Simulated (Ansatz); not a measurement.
**AlH₃STe with the probe HF: a probe moved round a molecule**

Aim: map the energy of AlH₃STe (SMILES [SH][AlH][TeH]) with the probe HF over two coordinates, and find its wells, ridges and stiffness.

Method: RHF/def2-SVPD; program: Ansatz 0.2.0.

### Step 1. The system as given

SMILES `[SH][AlH][TeH]`, 6 atoms, charge 0, spin multiplicity 1.

Atoms are counted from 1 here; the program's logs count them from 0.

Bond lengths: S1–Al2 2.211 Å, S1–H4 1.365 Å, Al2–Te3 2.542 Å, Al2–H5 1.589 Å, Te3–H6 1.682 Å. Angles: Al2–S1–H4 93.3°, S1–Al2–Te3 117.5°, S1–Al2–H5 121.7°, Te3–Al2–H5 120.8°, Al2–Te3–H6 89.8°.

Geometry (Å):

```xyz
6

S     1.2581    0.0375   -1.2777
Al   -0.6238   -0.0135   -0.1177
Te   -0.4387   -0.0215    2.4173
H     0.6107    0.0259   -2.4796
H    -2.0441   -0.0431   -0.8307
H     1.2379    0.0147    2.2884
```

This geometry comes from a loose relaxation at PBE in a small basis, which is not shown.

### Step 4. Plan of the scan

The probe is moved over a plane parallel to the molecule's main plane, 2.70 Å above it (x and y are the axes of that plane, centred on the molecule).

The axes are (1) x of the probe's F atom: 19 values from −4.23 Å; (2) y of the probe's F atom: 17 values from −3.76 Å.

Nothing else is relaxed (molecule and probe rigid, the probe upright with F nearest the plane). Energies count from molecule and probe far apart, each relaxed in its own basis (no counterpoise correction). Points are written as (first, second).

The probe HF moves over a plane: parallel to the molecule's main plane, 2.70 Å above it. The molecule is turned into the frame of its main axes, as the inputs below show.

(The set-up runs are not shown.)

### Step 5. Point (−0.47 Å, 1.41 Å)

File input.yaml:

```yaml
crystal:
  periodic: [false, false, false]
  atoms:
    - { symbol: S, position_ang: [-1.968879, -0.442279, 0.0] }
    - { symbol: Al, position_ang: [-0.149143, 0.797272, 0.0] }
    - { symbol: Te, position_ang: [2.118022, -0.354993, 0.0] }
    - { symbol: H, position_ang: [-2.834912, 0.578399, -3.1e-05] }
    - { symbol: H, position_ang: [-0.229462, 2.36426, -7.2e-05] }
    - { symbol: H, position_ang: [1.463119, -1.869157, 0.000845] }
    - { symbol: F, position_ang: [-0.47, 1.41, 2.7] }
    - { symbol: H, position_ang: [-0.47, 1.41, 3.599904] }
basis:
  gaussian: { orbitals: def2-SVPD }
hamiltonian:
  xc: hf
output:
  forces: true
```

Started as:

```console
ansatz run input.yaml --threads 1 --pin off --max-ram 2560MiB --backend cpu --events-out ev --progress --plain --runs-dir out
```

Further runs follow: the other points that were computed.

Before running it: what results should come out? Wanted: lowest point; highest computed point; dipole moment; charge on the probe.

**Answer**, as computed:

| quantity | value |
| --- | --- |
| lowest point | (−0.47 Å, 1.41 Å), −9.1 kJ/mol |
| highest computed point | (1.88 Å, −0.47 Å), 66.2 kJ/mol above the lowest |
| dipole moment (D) | 2.18 at (3.76 Å, −3.76 Å) to 3.23 at (1.41 Å, 0.00 Å); 3.04 at the lowest point |
| charge on the probe (e) | −0.006 at (−4.23 Å, −1.88 Å) to 0.187 at (1.88 Å, −0.47 Å); 0.069 at the lowest point |
| time for the whole task | 27 min on 1 thread, shared host |

**Reading.** The lowest computed point is at (−0.47 Å, 1.41 Å), −9.1 kJ/mol from molecule and probe far apart, each relaxed in its own basis (no counterpoise correction). The grid is coarse, so the lowest point of the scanned range may lie between grid points; coordinates that were held can hide deeper minima. No other kind of well shows on this grid. The highest computed point, (1.88 Å, −0.47 Å), lies 66.2 kJ/mol above the lowest. Near the minimum the well is nearly round, with a curvature of about 0.15 eV/Å². No counterpoise correction was made, so wells between separate parts tend to come out somewhat too deep.
